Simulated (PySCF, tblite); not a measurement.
# Si2H5O3 radical, a cluster model of a defect (Si site with back bonds O[SiH3], O, O): EPR parameters

What EPR parameters should one expect for `O[Si](O)O[SiH3]`? It is drawn as: dangling bond.

Programs: tblite 0.8.0 and PySCF 2.14.0. All values are calculated, for the isolated system unless a continuum is named. Atoms count from 0, parts from 1.

## Step 1: The system as given

10 atoms, charge 0, multiplicity 2; geometry: distance geometry start.

## Step 2: Geometry optimisation with GFN2-xTB

What the job is given:

```
{"job": {"kind": "relax", "xc": "GFN2-xTB", "basis": "xTB"}, "charge": 0, "multiplicity": 2}
Si     0.088448    -0.175270    -2.294971
O     -0.437674    -1.303987    -1.033821
Si    -0.819547    -0.879153     0.638362
O     -1.124419     1.045167    -2.790926
O      1.761723     0.424812    -2.145939
H     -0.994790    -2.063384     1.379245
H     -2.010814    -0.112632     0.672787
H      0.257007    -0.113120     1.180216
H     -1.459527     1.729367    -2.228961
H      2.113879     0.950354    -1.429333
```

With the program's defaults for keys left out, this is: GFN2-xTB geometry optimisation, gas phase.

The run is started by

```bash
$ OMP_NUM_THREADS=1 python cluster_run.py task.json out
```

One launch serves the whole session: the jobs run in the order shown.

**Question.** The jobs that follow are: PBE0-D3(BJ)/def2-SVP geometry optimisation, gas phase; UKS B3LYP, IGLO-III on O Si, pcH-1 on H, non-relativistic, mean-field spin-orbit, GIAO; UKS BHandHLYP, IGLO-III on O Si, pcH-1 on H, non-relativistic, mean-field spin-orbit, GIAO. Predict: point group; rotational constants (main isotopes); g(iso) (B3LYP); ⟨S²⟩; largest a(iso).

As calculated:

```
                            quantity                     value
                         point group                        C1
rotational constants (main isotopes)      6.41, 1.82, 1.54 GHz
                      g(iso) (B3LYP)                   2.00114
                                ⟨S²⟩        0.751 (exact 0.75)
                      largest a(iso)  29Si on Si0, -1047.2 MHz
```

What this shows: Relaxing lowered the energy by 0.290 eV in 14 steps; the close pair that moved most is Si2–H6, from 1.436 to 1.493 Å (PBE0/def2-SVP). No frequency check was run at this level, so the end point may be a saddle. Si0 carries the largest spin population, 0.85 e. The isotropic g lies 1.2 ppt below the free-electron value. The coupling of 29Si on Si0 runs from -1078.7 (BHandHLYP/IGLO-III+pcH-1) to -1047.2 MHz (B3LYP/IGLO-III+pcH-1).
